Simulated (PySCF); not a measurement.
# CH10FPSi3: electronic excitations

Wanted: the electronic excitations of CH10FPSi3 (`FC[Si@H]([SiH3])[SiH2]P`), by calculation.

Programs: PySCF 2.14.0, with density-fitted response routines of our own. Each step states its level of theory. These are calculated values for one molecule in the gas phase, unless marked as measured. Atoms count from 0, in the outputs and in this text.

### Step 1. The starting structure

16 atoms, charge 0, multiplicity 1; geometry from: GFN2-xTB.

Bonds of the start (Å): F0–C1 1.39, C1–Si2 1.93, Si2–Si3 2.33, Si2–Si4 2.34, Si4–P5 2.25, C1–H6 1.09, C1–H7 1.09, Si2–H8 1.48, Si3–H9 1.47, Si3–H10 1.47, Si3–H11 1.46, Si4–H12 1.47, Si4–H13 1.47, P5–H14 1.38, P5–H15 1.38.

### Step 2. TDDFT and polarisability: B3LYP/def2-SVPD

What the job is given:

```
{"job": {"kind": "uv", "xc": "B3LYP", "basis": "def2-SVPD", "nstates": 8, "ntriplets": 3}, "charge": 0, "multiplicity": 1}
F     -0.556556     1.404880     1.534649
C     -0.961727     1.529013     0.215926
Si    -0.691859    -0.166888    -0.671691
Si    -1.961141    -1.743942     0.478937
Si     1.627866    -0.447737    -0.777840
P      2.654324     1.468530    -0.214838
H     -0.357271     2.333119    -0.213903
H     -2.003001     1.857689     0.245824
H     -1.242306     0.110322    -2.015152
H     -3.398698    -1.456314     0.450298
H     -1.779603    -3.066407    -0.126271
H     -1.580089    -1.855643     1.887543
H      2.075867    -1.561743     0.074197
H      2.133289    -0.757456    -2.121783
H      3.847182     0.879011     0.159486
H      2.186121     1.482511     1.083207
```

Level: TDDFT B3LYP/def2-SVPD, vertical, gas phase, core orbitals frozen in the response.

Started as:

```bash
$ OMP_NUM_THREADS=1 python probes_run.py task.json out
```

The driver reads the jobs from task.json and runs them one after another.

What will the session give for the following? lowest singlet (B3LYP/def2-SVPD); brightest single state of those computed; lowest triplet. Wanted: lowest singlet; brightest single state of those computed; lowest triplet.

As calculated:

```
                                quantity                        value
        lowest singlet (B3LYP/def2-SVPD)  5.43 eV (228 nm), f = 0.070
brightest single state of those computed  state 8, 6.69 eV, f = 0.239
                          lowest triplet                      5.03 eV
```

What this shows: The first singlet state (HOMO→LUMO 0.96) lies at 5.43 eV and is bright; of the 8 states computed, the strongest absorption comes from state 8 at 6.69 eV (the last computed, so partners may be missing). The lowest triplet lies 0.40 eV below the lowest singlet (triplets in Tamm-Dancoff, singlets in full TDDFT).
